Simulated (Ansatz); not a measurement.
Crystal: RuSe.

```
CELL_PARAMETERS angstrom
3.18769 0.00000 0.00000
0.00000 3.18769 0.00000
0.00000 0.00000 3.18769
ATOMIC_POSITIONS crystal
Ru 0.00000 0.00000 0.00000
Se 0.50000 0.50000 0.50000
```

The cell comes from a database or a generator and needn't be the stable form of this composition.

Base run:

```yaml
Program: Ansatz 0.2.0
Functional: PBE
Potentials_or_basis: all-electron LAPW, scalar-relativistic
Cutoff: 237 eV (chosen from the basis error)
Basis_error_allowed: 0.001 eV/atom
k_mesh: 6 × 6 × 6
Occupations: gaussian, width 0.05 eV
Spin: no spin polarisation
Hubbard_terms: Ru d U = 6 eV
```

Its results: band gap on the k mesh none (metal or under the smearing width); pressure -11.0 GPa.

**Question.** The run is repeated on the same cell with these changes: functional from PBE to PBEsol; hubbard terms from Ru d U = 6 eV to Ru d U = 7 eV. What comes out?

**Answer.** Band gap on the k mesh none (metal or under the smearing width); pressure -18.2 GPa.

Several settings changed at once, so the effect can't be laid on one alone.

Caveats: the k mesh is thin for a metal, which can move the energy by tens of meV per atom; U is the effective U less J, on atomic orbitals that reach past the spheres; U without spin polarisation on a metal has little footing.
